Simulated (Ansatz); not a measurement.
**TaSb: which structure wins at one pressure**

Aim: bring TaSb in several structures (rocksalt, CsCl, zincblende, WC, NiAs) to one pressure and rank them by enthalpy. The pressure is set by scaling the first phase. Methods of the runs shown: LAPW. Companion runs by PAW are cited.

Computed with Ansatz 0.2.0 (DFT, PBE, all-electron LAPW, scalar-relativistic, unless a step's input says otherwise).

## (1) The system as given

It takes space group Fm-3m (No. 225, cubic). The conventional cell has a = 5.104 Å, b = 5.104 Å, c = 5.104 Å, α = 90.00°, β = 90.00°, γ = 90.00°. Around Ta (site symmetry m-3m) lie 6 Sb at 2.55 Å. Sb (site symmetry m-3m) has 6 Ta at 2.55 Å in its first shell of neighbours.

Coordinates:

```
CELL_PARAMETERS angstrom
0.00000 2.55192 2.55192
2.55192 0.00000 2.55192
2.55192 2.55192 0.00000
ATOMIC_POSITIONS crystal
Ta 0.00000 0.00000 0.00000
Sb 0.50000 0.50000 0.50000
```

Atoms are numbered in the order of the input: Ta1, Sb2.

## (2) Rocksalt relaxed under pressure, LAPW

Input file input.yaml:

```yaml
crystal:
  lattice:
    - [0.0, 2.5519164761, 2.5519164761]
    - [2.5519164761, 0.0, 2.5519164761]
    - [2.5519164761, 2.5519164761, 0.0]
  atoms:
    - { symbol: Ta, position: [0.0, 0.0, 0.0] }
    - { symbol: Sb, position: [0.5, 0.5, 0.5] }
kpoints:
  mp_grid: { grid: [13, 13, 13] }
scf:
  occupations: { method: fermi_dirac, width: 0.05 }
hamiltonian:
  xc: pbe
  pseudopotentials: { kind: all_electron, lapw: { basis_error: 0.0005 } }
output:
  forces: true
  stress: true
  eigenvalues: true
relax:
  f_tol: 0.005
  max_steps: 12
  cell: { p_target: 71.0, stress_tol: 0.036 }
```

Started as:

```sh
$ ansatz run input.yaml --threads 1 --pin off --max-ram 3584MiB --backend cpu --events-out ev --progress --plain --runs-dir out
```

After this run come: CsCl relaxed under pressure, LAPW; Zincblende relaxed under pressure, LAPW; WC relaxed under pressure, LAPW; NiAs at the cell that PAW relaxed, LAPW.

Q: Predict the outcome of this session. Wanted: pressure; lowest (for each run or level that gives them).

**Answer**, as computed:

```
     quantity                            value
     pressure                           71 GPa
lowest (LAPW)  CsCl, 229.7 meV/atom under NiAs
 lowest (PAW)  CsCl, 231.4 meV/atom under NiAs
```

In words: By LAPW the order is CsCl < NiAs < WC < rocksalt < zincblende. By PAW the order is CsCl < NiAs < WC < rocksalt < zincblende. The methods agree on the lowest phase. Only these structures were tried, with electrons smeared by 0.05 eV and without vibrations, so the true ground state may be another. The k meshes differ between phases and weren't tested, which can move differences by some meV. Spin-orbit coupling is left out, though the cell holds Ta; in elements this heavy it can shift bands and gaps by tenths of an eV.
